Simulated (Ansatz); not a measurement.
# HBrCl (doublet): from Hartree-Fock to the top rungs at distance Cl1–H2 along a hydrogen transfer = 1.528 Å, cc-pVTZ

How much of the correlation energy of HBrCl (doublet) does each wave-function method recover here?

Method: cc-pVTZ, core rule «outside noble gas», up to 19 orbitals frozen; program: Ansatz 0.2.0, Gaussian basis.

The runs, in order: UHF; CCSD(T) on ROHF; CCSD(T) on UHF; BCCD(T) on ROHF; CCSDT(Q) on ROHF; CCSDT(Q) on UHF; CASSCF and MRCISD+Q, 3 electrons in 3 orbitals; CASSCF and NEVPT2, 3 electrons in 3 orbitals; CASSCF and MRCISD+Q, 15 electrons in 9 orbitals; CASSCF and NEVPT2, 15 electrons in 9 orbitals.

### Step 1. What is computed

The geometry derives from fragments relaxed apart (PBE0/def2-TZVP) and kept rigid, so it is no stationary point. A hydrogen atom is moved between rigid fragments. No spin-orbit coupling is included. The filled d shell of Br may be among the frozen orbitals whatever the setting's name suggests; the logs give the count.

3 atoms, charge 0, spin multiplicity 2.

Atoms are counted from 1 here; the program's logs count them from 0.

Bond lengths: Cl1–H2 1.528 Å, H2–Br3 1.629 Å. Angles: Cl1–H2–Br3 180.0°.

Geometry (Å):

```xyz
3

Cl    0.0000    0.0000   -1.5617
H     0.0000    0.0000   -0.0337
Br    0.0000    0.0000    1.5953
```

### Step 2. UHF

The input, in.yaml:

```yaml
crystal:
  periodic: [false, false, false]
  atoms:
    - {symbol: Cl, position_ang: [0.000000, 0.000000, -1.561667]}
    - {symbol: H, position_ang: [0.000000, 0.000000, -0.033667]}
    - {symbol: Br, position_ang: [0.000000, 0.000000, 1.595333]}
basis:
  gaussian: {orbitals: cc-pVTZ}
magnetization: {spin_polarized: true, initial_magnetization: 1}
hamiltonian: {xc: hf}
output: {orbitals: {seedname: orbitals}}
```

Run with:

```
ansatz run in.yaml --threads 1 --pin off --events-out ev --progress --plain --max-ram 2560MiB --backend cpu
```

The runs that follow: CCSD(T) on ROHF; CCSD(T) on UHF; BCCD(T) on ROHF; CCSDT(Q) on ROHF; CCSDT(Q) on UHF; CASSCF and MRCISD+Q, 3 electrons in 3 orbitals; CASSCF and NEVPT2, 3 electrons in 3 orbitals; CASSCF and MRCISD+Q, 15 electrons in 9 orbitals; CASSCF and NEVPT2, 15 electrons in 9 orbitals.

**Question.** What will the summary of the whole plan be? Wanted: UCCSDT(Q) below the RHF energy; RMP2 from UCCSDT(Q); UMP2 from UCCSDT(Q); RCCSD from UCCSDT(Q); RCCSD(T) from UCCSDT(Q); UCCSD(T) from UCCSDT(Q); RCCSDT(Q) from UCCSDT(Q); NEVPT2 pair from UCCSDT(Q); MRCISD+Q pair from UCCSDT(Q).

As calculated:

| quantity | value |
| --- | --- |
| UCCSDT(Q) below the RHF energy | -11.4866 eV |
| RMP2 from UCCSDT(Q) | +135.6 kJ/mol |
| UMP2 from UCCSDT(Q) | +150.5 kJ/mol |
| RCCSD from UCCSDT(Q) | +46.2 kJ/mol |
| RCCSD(T) from UCCSDT(Q) | +4.7 kJ/mol |
| UCCSD(T) from UCCSDT(Q) | +5.1 kJ/mol |
| RCCSDT(Q) from UCCSDT(Q) | +0.2 kJ/mol |
| NEVPT2 pair from UCCSDT(Q) | +137.1 kJ/mol |
| MRCISD+Q pair from UCCSDT(Q) | +26.2 kJ/mol |
| NEVPT2 valence from UCCSDT(Q) | +234.7 kJ/mol |
| levels within 1 kcal/mol (43 meV) | RCCSDT, UCCSDT, RCCSDT(Q) |
| T1 diagnostic | 0.018 |
| effectively unpaired electrons | 1.02 |

RCCSD(T) lands +4.7 kJ/mol from the yardstick (0.4 % of the correlation energy). One determinant dominates. Of the multireference levels listed MRCISD+Q valence comes nearest in total energy (+25.0 kJ/mol), which doesn't show that its space is the better one. These misses are within one basis, not against nature; the frozen cores of restricted and unrestricted runs differ, which can shift their rows.
